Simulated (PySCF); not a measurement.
**[PbCl2]2+: other functionals and bases at one geometry**

The task here is to estimate one member of a computed series from the others.

The runs use PySCF 2.14.0; several levels, as the steps say, no spin–orbit coupling.

2 further runs of the same task are left out: 2 for a known fault of the program.

### The starting structure

3 atoms, charge 2, spin multiplicity 1.

Bond lengths: Pb1–Cl2 2.326 Å, Pb1–Cl3 2.326 Å. Angles: Cl2–Pb1–Cl3 180.0°.

As a file:

```xyz
3
charge 2, multiplicity 1
Pb    0.0000    0.0000    0.4000
Cl    2.3259    0.0000    0.4007
Cl   -2.3259    0.0000    0.4007
```

Formal oxidation states: Pb +4. An earlier session relaxed this geometry at PBE0, Pb def2-SVP with ECP60, Cl def2-SVP (singlet, point group D∞h).

At PBE0 on the finer grid: E = -1111.826087 Eh, HOMO -21.55 eV, LUMO -17.95 eV, Mulliken charge on Pb1 +1.41 e, largest force component 0.006 eV/Å. 

Levels to run: CAM-B3LYP; r2SCAN; revPBE; TPSS; PBE0, TZVP; PBE0, x2c-SVP. Hardware: 2 threads of Arm Neoverse V2, shared host.

Set-up of the first run:

File run.py (the lines that set the calculation):

```python
mol = gto.M(atom='''
Pb     0.00000     0.00000     0.40001
Cl     2.32592     0.00000     0.40066
Cl    -2.32592     0.00000     0.40066''',
    basis={'Pb': 'def2-SVP', 'Cl': 'def2-SVP'},
    ecp={'Pb': 'def2-SVP'},
    charge=2, spin=0)
mf = dft.RKS(mol, xc='CAMB3LYP')
mf.grids.atom_grid = (75, 302)
mf = mf.density_fit()  # fitting sets: Pb def2-universal-JKFIT, Cl def2-universal-JKFIT
mf.conv_tol = 1e-08; mf.max_cycle = 55
mf.kernel(dm0)  # dm0: the density of the relaxed state
```

Started as:

```bash
OMP_NUM_THREADS=2 python run.py
```

Among the steps run: CAM-B3LYP; r2SCAN; revPBE; TPSS; PBE0, TZVP; PBE0, x2c-SVP.

One table of the session follows, with a row left open; its other results are not shown here.

```
              level  HOMO (eV)  gap (eV)  charge on Pb1 (e)  largest force component (eV/Å)
PBE0 (relaxed here)     -21.55      3.60               1.41                            0.01
          CAM-B3LYP     -22.86      5.96               1.38                            0.09
             r2SCAN     -20.53      1.74               1.42                            0.19
             revPBE          ?         ?                  ?                               ?
               TPSS     -20.30      1.58               1.39                            0.44
         PBE0, TZVP     -21.35      3.73               1.50                            1.03
      PBE0, x2c-SVP     -21.53      3.61               1.45                            0.38
```

Q: Estimate the row for revPBE from the others.

As computed: HOMO (eV): -20.09; gap (eV): 1.42; charge on Pb1 (e): 1.36; largest force component (eV/Å): 0.64. In the column «HOMO (eV)» it is the highest.

In one basis the HOMO–LUMO gap runs from 1.42 eV (revPBE) to 5.96 eV (CAM-B3LYP). The largest leftover force, 1.03 eV/Å with PBE0, TZVP, stands at a geometry relaxed at another level. Total energies of different levels can't be compared.
